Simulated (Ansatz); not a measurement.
# TaAs: the cost of one run

Computed with Ansatz 0.2.0 (DFT PBEsol, scalar-relativistic, plane waves, PAW).

1 further run of the same task is left out (set aside as unsound or not needed).

### Step 1. The starting structure

The structure is tetragonal, space group I4_1md (No. 109). The conventional cell has a = 3.463 Å, b = 3.463 Å, c = 11.735 Å, α = 90.00°, β = 90.00°, γ = 90.00°. Ta (site symmetry 2mm) has 6 As at 2.62 to 2.63 Å as nearest neighbours. As (site symmetry 2mm) has 6 Ta at 2.62 to 2.63 Å as nearest neighbours.

Structure file:

```cif
data_structure
_symmetry_space_group_name_H-M 'I4_1md'
_symmetry_Int_Tables_number 109
_cell_length_a 3.4629
_cell_length_b 3.4629
_cell_length_c 11.7346
_cell_angle_alpha 90.000
_cell_angle_beta 90.000
_cell_angle_gamma 90.000
_cell_volume 140.72
loop_
_atom_site_label
_atom_site_type_symbol
_atom_site_symmetry_multiplicity
_atom_site_Wyckoff_symbol
_atom_site_fract_x
_atom_site_fract_y
_atom_site_fract_z
_atom_site_occupancy
Ta1 Ta 4 a 0.00000 0.50000 0.75017 1
As1 As 4 a 0.50000 0.00000 0.83243 1
```

It goes back to an entry of the Materials Project.

This cell was relaxed beforehand with the same method: volume 17.59 Å³/atom, gap on the mesh none (metal).

### Step 2. Relaxing with PBEsol

Contents of input.yaml:

```yaml
crystal:
  lattice:
    - [-1.7314485851, 1.7314485851, 5.8672939468]
    - [1.7314485851, -1.7314485851, 5.8672939468]
    - [1.7314485851, 1.7314485851, -5.8672939468]
  atoms:
    - { symbol: Ta, position: [0.5001741996, 1.0001741996, 0.5] }
    - { symbol: Ta, position: [0.7501741996, 0.7501741996, 0.0] }
    - { symbol: As, position: [0.0824252204, 0.5824252204, 0.5] }
    - { symbol: As, position: [0.3324252204, 0.3324252204, 0.0] }
basis:
  ecutwfc: 420
kpoints:
  mp_grid: { grid: [18, 18, 18] }
hamiltonian:
  xc: pbesol
scf:
  occupations: { method: gaussian, width: 0.1 }
output:
  forces: true
  stress: true
  eigenvalues: true
  write_density: true
  write_potential: true
  elf: true
  volumetric_format: npy
relax:
  adjacent_minimum: "off"
  f_tol: 0.005
  max_steps: 50
  cell: { stress_tol: 0.05 }
```

Command:

```sh
ansatz run input.yaml --threads 2 --pin off --max-ram 5120MiB --backend cpu --events-out ev --progress --plain --runs-dir out
```

What time and memory should one allow on 2 threads of Arm Neoverse V2, shared host?

About 6 min, with a peak of 1.1 GiB.
